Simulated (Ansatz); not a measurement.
# C2H7Ge: the cost of one run

All numbers are computed with Ansatz 0.2.0, driven from Python. Level of theory: r2SCAN0/def2-SVP.

## Step 1: The structure

Bond lengths: C1–Ge2 1.884 Å, Ge2–C3 1.929 Å, C1–H4 1.056 Å, C1–H5 1.163 Å, C1–H6 1.139 Å, Ge2–H7 1.557 Å, C3–H8 1.093 Å, C3–H9 1.064 Å, C3–H10 1.149 Å. Angles (14 of 15 angles, heavy atoms first): C1–Ge2–C3 107.6°, C1–Ge2–H7 110.3°, C3–Ge2–H7 109.4°, Ge2–C1–H4 110.6°, Ge2–C1–H5 110.7°, Ge2–C1–H6 112.0°, Ge2–C3–H8 110.0°, Ge2–C3–H9 112.7°, Ge2–C3–H10 109.5°, H4–C1–H5 107.0°, H4–C1–H6 111.6°, H5–C1–H6 104.7°, H8–C3–H9 111.1°, H8–C3–H10 104.5°.

c2h7ge.xyz, read by the script:

```xyz
10

C    -1.14810    0.81300   -0.62690
Ge    0.69380    0.51250   -0.36570
C     0.87770   -0.86050    0.97680
H    -1.62180   -0.06460   -0.97450
H    -1.32020    1.63420   -1.43160
H    -1.65120    1.21770    0.31170
H     1.35630    0.03240   -1.69020
H     0.49390   -0.50040    1.93530
H     0.41030   -1.77430    0.69690
H     1.99250   -1.06120    1.17110
```

## Step 2: The code

c2h7ge.py reads:

```python
# -*- coding: utf-8 -*-
"""Stretching a bond of C2H7Ge, the rest held rigid."""

import logging
import sys
import warnings

import ansatz
import numpy as np

logging.basicConfig(stream=sys.stdout, format="[%(levelname)s] %(message)s")
logger = logging.getLogger("c2h7ge")
logger.setLevel(logging.INFO)

BASIS_SET = "def2-SVP"
XC = "r2scan0"

warnings.simplefilter("ignore", ansatz.DeckWarning)

geometry = ansatz.Crystal.molecule_from_extxyz("c2h7ge.xyz")

symbols = [site.symbol for site in geometry.cartesian_sites]
start = np.array([site.position_ang for site in geometry.cartesian_sites])
axis = (start[0] - start[1]) / np.linalg.norm(start[0] - start[1])
moving = [0, 3, 4, 5]
lengths, energies = [1.658, 1.734, 1.809, 1.884, 1.96, 2.035, 2.111, 2.224], []
for length in lengths:
    xyz = start.copy()
    xyz[moving] += (length - np.linalg.norm(start[0] - start[1])) * axis
    point = ansatz.Crystal.molecule()
    for symbol, place in zip(symbols, xyz):
        point = point.atom(symbol, place.tolist())
    base = point.calculation()
    base = base.basis(gaussian=BASIS_SET)
    base = base.functional(XC)
    base = base.spin("collinear", total=1)
    base = base.accuracy("medium")
    data = base.run().report
    energies.append(data["free_energy_ev"])
    logger.info(f"r = {length:6.3f} A  E = {energies[-1]:.5f} eV  <S^2> = {abs(data['mean_field']['state']['spin_squared']):.3f}")

# quartic fit about the minimum
fit = np.polynomial.Polynomial.fit(lengths, np.array(energies) - min(energies), 4).convert()
roots = [r.real for r in fit.deriv().roots() if abs(r.imag) < 1e-9 and fit.deriv(2)(r.real) > 0]
r_e = min(roots, key=lambda r: abs(r - lengths[int(np.argmin(energies))]))
logger.info(f"minimum of the fit at {r_e:.4f} A, force constant {fit.deriv(2)(r_e):.2f} eV/A^2")
```

## Step 3: The calls as engine input

The package turns the script's settings into the engine's input (first run):

```yaml
crystal:
  periodic: [false, false, false]
  atoms:
    - { symbol: C, position_ang: [-0.9267700950636104, 0.7768907451906264, -0.5955131868345812] }
    - { symbol: Ge, position_ang: [0.6938, 0.5125, -0.3657] }
    - { symbol: C, position_ang: [0.8777, -0.8605, 0.9768] }
    - { symbol: H, position_ang: [-1.4004700950636104, -0.1007092548093735, -0.9431131868345812] }
    - { symbol: H, position_ang: [-1.0988700950636106, 1.5980907451906265, -1.400213186834581] }
    - { symbol: H, position_ang: [-1.4298700950636105, 1.1815907451906265, 0.3430868131654188] }
    - { symbol: H, position_ang: [1.3563, 0.0324, -1.6902] }
    - { symbol: H, position_ang: [0.4939, -0.5004, 1.9353] }
    - { symbol: H, position_ang: [0.4103, -1.7743, 0.6969] }
    - { symbol: H, position_ang: [1.9925, -1.0612, 1.1711] }
accuracy: medium
basis:
  gaussian:
    orbitals: def2-SVP
hamiltonian:
  xc: r2scan0
magnetization:
  spin_polarized: true
  initial_magnetization: 1.0
```

## Step 4: Running it

On the command line:

```
python c2h7ge.py
```

**Question.** How long does this script take on 1 thread of Arm Neoverse V2, shared host, and how much memory does it need?

About 66 s, with a peak of 0.37 GiB.
